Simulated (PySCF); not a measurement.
# 2-amino-1-fluorobenzene: NMR shifts in gas and solvents, part 2 of 2

PySCF 2.14.0. Atoms count from 0. Earlier steps stand in the parts before.

### 7 NMR shieldings: WP04/pcSseg-2 in chloroform

What the job is given:

```
{"job": {"kind": "nmr", "xc": "WP04", "basis": "pcSseg-2", "pop": false, "solvent": "chloroform"}, "charge": 0, "multiplicity": 1}
N     -2.296783    -0.075064     0.093254
C     -0.917052    -0.063938     0.049152
C     -0.139501    -1.174618     0.374703
C      1.241186    -1.138394     0.262601
C      1.885838     0.006856    -0.178457
C      1.131875     1.126334    -0.505769
C     -0.236483     1.071016    -0.388374
F     -0.976981     2.155550    -0.695727
H     -2.732960     0.831491     0.126486
H     -2.705471    -0.738461     0.729358
H     -0.634836    -2.077903     0.715278
H      1.816841    -2.018584     0.523232
H      2.964379     0.035600    -0.266487
H      1.590753     2.045183    -0.850030
```

Method: GIAO WP04/pcSseg-2 NMR shielding, non-relativistic, IEF-PCM chloroform.

Output:

```text
coarse grid: 12384 points
cycle   1  E = -395.4352120355  dE =  1.290e+00  |g| = 9.417e-01  |ddm| = 3.308e+00
cycle   2  E = -395.2900140460  dE =  1.452e-01  |g| = 1.307e+00  |ddm| = 1.839e+00
cycle   3  E = -395.5910550546  dE = -3.010e-01  |g| = 1.935e-01  |ddm| = 1.093e+00
cycle   4  E = -395.5991378697  dE = -8.083e-03  |g| = 5.310e-02  |ddm| = 1.877e-01
cycle   5  E = -395.5997784063  dE = -6.405e-04  |g| = 2.012e-02  |ddm| = 5.317e-02
cycle   6  E = -395.5998717938  dE = -9.339e-05  |g| = 6.929e-03  |ddm| = 2.063e-02
cycle   7  E = -395.5998834928  dE = -1.170e-05  |g| = 9.641e-04  |ddm| = 4.817e-03
cycle   8  E = -395.5998836449  dE = -1.521e-07  |g| = 5.189e-04  |ddm| = 1.091e-03
final grid: 122080 points
cycle   9  E = -395.6101688774  dE = -1.862e-04  |g| = 8.809e-03  |ddm| = 1.112e-01
cycle  10  E = -395.6101581306  dE =  1.075e-05  |g| = 1.157e-02  |ddm| = 1.657e-02
cycle  11  E = -395.6101860328  dE = -2.790e-05  |g| = 1.761e-03  |ddm| = 8.352e-03
cycle  12  E = -395.6101864992  dE = -4.664e-07  |g| = 5.101e-04  |ddm| = 1.860e-03
cycle  13  E = -395.6101865431  dE = -4.390e-08  |g| = 1.665e-04  |ddm| = 4.414e-04
cycle  14  E = -395.6101865487  dE = -5.615e-09  |g| = 7.421e-05  |ddm| = 1.754e-04
cycle  15  E = -395.6101865501  dE = -1.441e-09  |g| = 1.080e-05  |ddm| = 6.188e-05
cycle  16  E = -395.6101865502  dE = -2.694e-11  |g| = 3.528e-06  |ddm| = 1.036e-05
converged SCF energy = -395.6101865502

GIAO shielding tensors (ppm)
atom      isotropic    diamagn.    paramagn.     s11        s22        s33       span
  0 N      187.949     313.909    -125.960    156.013    184.582    223.253     67.240
  1 C       27.279     256.850    -229.571    -41.704     -9.997    133.538    175.242
  2 C       50.322     255.655    -205.332    -40.074     39.856    151.186    191.260
  3 C       40.027     253.274    -213.247    -72.879     29.157    163.802    236.681
  4 C       48.811     253.436    -204.625    -53.925     38.978    161.380    215.306
  5 C       50.325     254.769    -204.444    -38.363     33.601    155.736    194.099
  6 C        9.527     255.806    -246.279    -54.150     16.192     66.540    120.690
  7 F      325.627     473.323    -147.696    263.897    315.475    397.509    133.613
  8 H       27.703      30.837      -3.134     19.969     28.280     34.860     14.891
  9 H       28.084      30.403      -2.319     21.192     26.632     36.427     15.234
 10 H       25.047      32.456      -7.409     21.534     24.538     29.069      7.535
 11 H       24.801      30.425      -5.624     21.742     24.879     27.782      6.040
 12 H       25.130      29.812      -4.681     21.875     25.814     27.703      5.828
 13 H       24.797      30.437      -5.640     21.777     24.554     28.060      6.284
```

Run time: 73 s. Hardware: 1 thread of Arm Neoverse V1, shared host; peak memory 1.8 GiB.

In short: δ C6 165.6, C1 147.8, C3 135.1, C4 126.3, H13 7.07, H11 7.07 ppm.

### 8 Shielding tensors: wB97X-D/pcSseg-2 in chloroform

The job, as its differences from that of step 7:

```diff
@@ -1,2 +1,2 @@
-{"job": {"kind": "nmr", "xc": "WP04", "basis": "pcSseg-2", "pop": false, "solvent": "chloroform"}, "charge": 0, "multiplicity": 1}
+{"job": {"kind": "nmr", "xc": "wB97X-D", "basis": "pcSseg-2", "pop": false, "solvent": "chloroform"}, "charge": 0, "multiplicity": 1}
 N     -2.296783    -0.075064     0.093254
```

Method: GIAO wB97X-D/pcSseg-2 NMR shielding, non-relativistic, IEF-PCM chloroform.

Output:

```text
coarse grid: 12384 points
cycle   1  E = -386.7986262553  dE =  1.749e+00  |g| = 5.635e-01  |ddm| = 3.026e+00
cycle   2  E = -386.8108975740  dE = -1.227e-02  |g| = 5.725e-01  |ddm| = 8.138e-01
cycle   3  E = -386.8619912398  dE = -5.109e-02  |g| = 6.235e-02  |ddm| = 3.591e-01
cycle   4  E = -386.8627186181  dE = -7.274e-04  |g| = 2.710e-02  |ddm| = 6.789e-02
cycle   5  E = -386.8628799831  dE = -1.614e-04  |g| = 7.299e-03  |ddm| = 3.877e-02
cycle   6  E = -386.8628926943  dE = -1.271e-05  |g| = 1.986e-03  |ddm| = 1.276e-02
cycle   7  E = -386.8628943997  dE = -1.705e-06  |g| = 8.155e-04  |ddm| = 6.468e-03
final grid: 122080 points
cycle   8  E = -386.8695588897  dE = -2.568e-04  |g| = 9.543e-03  |ddm| = 7.488e-02
cycle   9  E = -386.8695587793  dE =  1.104e-07  |g| = 1.051e-02  |ddm| = 1.283e-02
cycle  10  E = -386.8695750179  dE = -1.624e-05  |g| = 7.083e-04  |ddm| = 5.942e-03
cycle  11  E = -386.8695750974  dE = -7.944e-08  |g| = 4.356e-04  |ddm| = 1.370e-03
cycle  12  E = -386.8695751366  dE = -3.925e-08  |g| = 8.293e-05  |ddm| = 3.963e-04
cycle  13  E = -386.8695751388  dE = -2.180e-09  |g| = 3.521e-05  |ddm| = 1.404e-04
cycle  14  E = -386.8695751394  dE = -6.124e-10  |g| = 6.927e-06  |ddm| = 7.773e-05
converged SCF energy = -386.8695751394

GIAO shielding tensors (ppm)
atom      isotropic    diamagn.    paramagn.     s11        s22        s33       span
  0 N      204.613     313.366    -108.753    175.480    199.162    239.199     63.719
  1 C       37.461     254.456    -216.995    -36.373      1.605    147.152    183.525
  2 C       60.913     253.343    -192.430    -30.548     50.289    162.998    193.546
  3 C       50.099     250.488    -200.389    -65.619     38.804    177.112    242.731
  4 C       59.364     250.536    -191.171    -46.071     49.247    174.917    220.988
  5 C       60.212     253.892    -193.680    -30.935     43.969    167.601    198.536
  6 C       22.304     252.334    -230.030    -46.370     32.210     81.072    127.441
  7 F      330.006     469.776    -139.770    269.996    309.882    410.140    140.145
  8 H       27.598      30.950      -3.352     19.566     27.952     35.275     15.709
  9 H       27.894      30.347      -2.453     20.728     26.202     36.752     16.024
 10 H       24.417      32.376      -7.958     20.856     23.958     28.438      7.583
 11 H       24.199      30.868      -6.669     21.075     24.363     27.160      6.084
 12 H       24.583      30.385      -5.802     21.252     25.419     27.077      5.824
 13 H       24.184      31.016      -6.832     21.167     23.974     27.410      6.243
```

Run time: 94 s. Hardware: 1 thread of Arm Neoverse V1, shared host; peak memory 1.9 GiB.

In short: δ C6 164.8, C1 149.6, C3 137.0, C4 127.7, H13 7.43, H11 7.41 ppm.

### 9 Comparing the runs: NMR shifts

Shifts (ppm) of some atoms, chosen among heavy atoms and hydrogens apart, with basis size and wall time (the measured row can stand on another reference than the computed rows):

```
                           run     C1     C3     C5     C2   H11   H10      F7  functions  time
                 PBE0/pcSseg-2  145.1  133.6  124.0  123.2  7.21  6.93  -146.0        372  76 s
                  KT3/pcSseg-2  134.0  121.6  112.4  112.5  6.89  6.68  -160.7        372  95 s
              wB97X-D/pcSseg-2  147.8  135.6  126.2  124.7  7.26  6.95  -141.7        372  87 s
                B97-2/pcSseg-2  142.5  130.7  121.4  120.6  7.14  6.86  -145.1        372  67 s
   WP04/pcSseg-2 in chloroform  147.8  135.1  124.8  124.8  7.07  6.82  -146.7        372  73 s
wB97X-D/pcSseg-2 in chloroform  149.6  137.0  126.9  126.2  7.41  7.20  -142.8        372  94 s
                      measured      –      –      –      –     –     –  -135.9          –     –
```

Measured: G. Saielli, R. Bini, A. Bagno, Computational 19F NMR. 2. Organic compounds, RSC Adv. 2014, ESI (exp. from Berger-Braun-Kalinowski 1994 and Everett 1995).

### 10 Outcome

This closing draws on all 2 parts.

| quantity | value |
| --- | --- |
| point group | C1 |
| rotational constants (main isotopes) | 3.34, 2.24, 1.34 GHz |
| 13C shifts against TMS (PBE0/pcSseg-2) | 162.9, 145.1, 133.6, 125.8, 124.0, 123.2 ppm |
| 1H shifts against TMS (PBE0/pcSseg-2, means over atoms taken as alike) | 7.23, 7.21, 6.93, 6.90, 3.53 ppm |
| 15N shifts against NH3 (PBE0/pcSseg-2) | 61.8 ppm |
| 19F shifts against CFCl3 (PBE0/pcSseg-2) | -146.0 ppm |
| measured, and computed on the same scale | C6 δ 151.9, 162.9; F7 δ -135.9, -146.0 ppm |
| surface potential, 1st and 99th percentile | -1.04 V and 1.94 V |
| range of the shift of C1 (wB97X-D/pcSseg-2 runs) | 147.8 to 149.6 ppm |

Over 9 steps the energy fell by 0.163 eV; of the close pairs, C2–C3 changed most, 1.435 to 1.386 Å. At PBE0/pcSseg-2: The largest span, 235 ppm, is at C3, where the paramagnetic term is -199 ppm. The one measured 13C shift is missed by +11.0 ppm (computed less measured, unscaled). The one measured 19F shift is missed by -10.1 ppm (computed less measured, unscaled). Vibration, temperature and solvent are missing from the calculation, and it holds one conformer, so part of the miss against the measured shifts is not the functional's. NICS(1)zz of -26 ppm above the planar ring from C1 marks a diatropic (aromatic) ring current. At one level, wB97X-D/pcSseg-2: In ppm, C1 moves most: its shift spreads over 1.8 ppm, from 147.8 (wB97X-D/pcSseg-2) to 149.6 (wB97X-D/pcSseg-2 in chloroform). Part of that comes from the computed reference.
